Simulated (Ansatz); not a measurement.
# Sr2SO, space group P4/mmm: a Delta-SCF excitation

Program: the Python package of Ansatz (0.2.0).

Run as a notebook:

**Cell 1**
```python
import warnings

import ansatz as az
import numpy as np
```

**Cell 2**
```python
XC = "lda"
CUTOFF = 530
KMESH = (2, 2, 2)
OCCUPATIONS = "fermi_dirac"
SIGMA = 0.01
EXTRA_BANDS = 6

warnings.simplefilter("ignore", az.DeckWarning)
```

**Cell 3**
```python
vectors = np.array([
    [4.0432, 0.0, 0.0],
    [0.0, 4.0432, 0.0],
    [0.0, 0.0, 5.718],
])
sr2so = (
    az.Lattice.of(vectors)
    .atom("Sr", (0.0, 0.0, 0.0))
    .atom("Sr", (0.5, 0.5, 0.5))
    .atom("S", (0.0, 0.0, 0.5))
    .atom("O", (0.5, 0.5, 0.0))
)
```

**Cell 4**
```python
ground = sr2so.calculation()
ground = ground.functional(XC)
ground = ground.basis(CUTOFF, density_ratio=4).mixing("msr1", preconditioner="kerker_dos")
ground = ground.kpoints(*KMESH)
ground = ground.occupations(OCCUPATIONS, width=SIGMA)
ground = ground.scf(extra_bands=EXTRA_BANDS)
ground = ground.band_table()
excited = ground.excitation(hole_k=0, hole_band="v1", hole_track="overlap", particle_k=0, particle_band="c1", particle_track="overlap")
low, high = ground.run(threads=1).report, excited.run(threads=1).report
share = low["kweights"][0]
top = round(low["n_electrons"] / 2)
print("Kohn-Sham gap at the first k-point:", round(low["eigenvalues_ev"][0][top] - low["eigenvalues_ev"][0][top - 1], 3), "eV")
print("energy difference per cell:", round(high["lagrangian_ev"] - low["lagrangian_ev"], 4), "eV; weight of the point", round(share, 4))
print("per electron moved:", round((high["lagrangian_ev"] - low["lagrangian_ev"]) / share, 3), "eV")
```
Output:
```text
RunWarning: ΔSCF hole: seed band 15 (bands are counted from 0) lies in a 2-fold degenerate manifold [14, 15] at 1.0e-4 eV resolution, on a gap of 3.08e-2 eV certified (the least, over the bands outside them, of the distance in energy less both bands' residual norms) and a largest residual norm of 3.43e-5 eV — constrained occupation is ambiguous
RunWarning: ΔSCF hole (k=0): cluster selection [13, 14, 15], counted from 0, overshoots the anchor rank 2 — it holds more bands than the level has, and the excitation is spread over them until it fits. The followed level could not be told apart from these bands; if that still stands when the run converges, tighten [...]
Kohn-Sham gap at the first k-point: 2.055 eV
energy difference per cell: 0.2766 eV; weight of the point 0.125
per electron moved: 2.213 eV
```

Notes:
- The settings weren't tested for convergence.
- Semilocal gaps usually lie well under measured ones.
- The computed bands are complete only to about 4.3 eV above the Fermi level.
- The k-point mesh is coarse, and energy and stress weren't tested for convergence.
- The structure comes from a database of computed cells and needn't be a stable or known phase.
- Gaps and levels are Kohn-Sham values on a finite set of k-points, without spin-orbit coupling.
- Warnings are shown shortened and without file and line.
- One k-point of a small cell stands for a dense array of excitations, so this isn't the optical gap of the solid.
- The script silences the warnings on its input, which a real study should read.
- The whole script took 3.4 s on 1 thread of Intel(R) Xeon(R) 6975P-C (Granite Rapids) (shared host), peak memory 0.42 GiB.

(Lines on the test bed's own set-up are left out of the output.)
